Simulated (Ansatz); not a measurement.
# C4H11BO: small, medium and large basis sets

The task here is to estimate one member of a computed series from the others.

Computed with Ansatz 0.2.0, Gaussian basis. Level: one geometry, several basis sets.

Levels to be run: PBE0-D4/def2-SVP; ωB97M-V/def2-SVP; PBE0-D4/def2-QZVPP; ωB97M-V/def2-QZVPP; the functionals' def2-TZVPP values are taken from earlier runs.

## The relaxed structure

All runs share one geometry, relaxed beforehand with PBE0-D4 in a triple-zeta def2 set.

SMILES `BOC(C)(C)C`, 17 atoms, charge 0, spin multiplicity 1.

Atoms are counted from 1 here; the program's logs count them from 0.

Bond lengths: B1–O2 1.337 Å, B1–H7 1.199 Å, B1–H8 1.200 Å, O2–C3 1.441 Å, C3–C4 1.517 Å, C3–C5 1.520 Å, C3–C6 1.520 Å, C4–H9 1.092 Å, C4–H10 1.092 Å, C4–H11 1.091 Å, C5–H12 1.092 Å, C5–H13 1.091 Å, C5–H14 1.092 Å, C6–H15 1.091 Å, C6–H16 1.092 Å, C6–H17 1.092 Å. Angles: O2–B1–H7 115.8°, O2–B1–H8 122.8°, H7–B1–H8 121.4°, B1–O2–C3 128.4°, O2–C3–C4 113.2°, O2–C3–C5 105.7°, O2–C3–C6 105.6°, C4–C3–C5 110.7°, C4–C3–C6 110.7°, C5–C3–C6 110.7°, C3–C4–H9 111.6°, C3–C4–H10 108.8°, C3–C4–H11 111.7°, H9–C4–H10 108.2°, H9–C4–H11 108.3°, H10–C4–H11 108.1°, C3–C5–H12 110.5°, C3–C5–H13 110.2° and more.

The first run:

The input, in.yaml:

```yaml
crystal:
  periodic: [false, false, false]
  atoms:
    - {symbol: B, position_ang: [-0.720823, -2.182194, 0.098995]}
    - {symbol: O, position_ang: [-0.324264, -1.065522, 0.717123]}
    - {symbol: C, position_ang: [0.067646, 0.191341, 0.132064]}
    - {symbol: C, position_ang: [-0.027401, 0.200500, -1.381828]}
    - {symbol: C, position_ang: [1.500565, 0.426313, 0.581487]}
    - {symbol: C, position_ang: [-0.862955, 1.231560, 0.733955]}
    - {symbol: H, position_ang: [-0.994306, -3.104931, 0.813843]}
    - {symbol: H, position_ang: [-0.803116, -2.270056, -1.094534]}
    - {symbol: H, position_ang: [-1.047222, 0.011826, -1.722174]}
    - {symbol: H, position_ang: [0.277006, 1.183266, -1.747618]}
    - {symbol: H, position_ang: [0.627477, -0.547557, -1.831997]}
    - {symbol: H, position_ang: [1.850542, 1.405960, 0.249669]}
    - {symbol: H, position_ang: [1.566275, 0.382180, 1.669906]}
    - {symbol: H, position_ang: [2.162004, -0.336286, 0.164652]}
    - {symbol: H, position_ang: [-0.816215, 1.193583, 1.823573]}
    - {symbol: H, position_ang: [-1.894232, 1.045782, 0.426278]}
    - {symbol: H, position_ang: [-0.579880, 2.234031, 0.406605]}
basis:
  gaussian: {orbitals: def2-SVP}
hamiltonian: {xc: pbe0, dispersion: d4}
output: {orbitals: {seedname: orbitals}}
```

Command:

```console
> ansatz run in.yaml --threads 4 --pin off --events-out ev --progress --plain --max-ram 11315MiB
```

Among the steps run: PBE0-D4 in def2-SVP; ωB97M-V in def2-SVP; PBE0-D4 in def2-QZVPP; ωB97M-V in def2-QZVPP.

One table of the session follows, with a row left open; its other results are not shown here.

It belongs to the step «Functionals by basis». 

```
functional       basis  HOMO (eV)  LUMO (eV)
   PBE0-D4    def2-SVP          ?          ?
   PBE0-D4  def2-TZVPP      -8.13      -0.18
   PBE0-D4  def2-QZVPP      -8.14      -0.25
   ωB97M-V    def2-SVP     -10.37       2.12
   ωB97M-V  def2-TZVPP     -10.49       1.62
   ωB97M-V  def2-QZVPP     -10.49       1.34
```

**Question.** Estimate the row for PBE0-D4, def2-SVP.

As computed: HOMO (eV): -8.05; LUMO (eV): 0.06. In the column «HOMO (eV)» it is the highest.
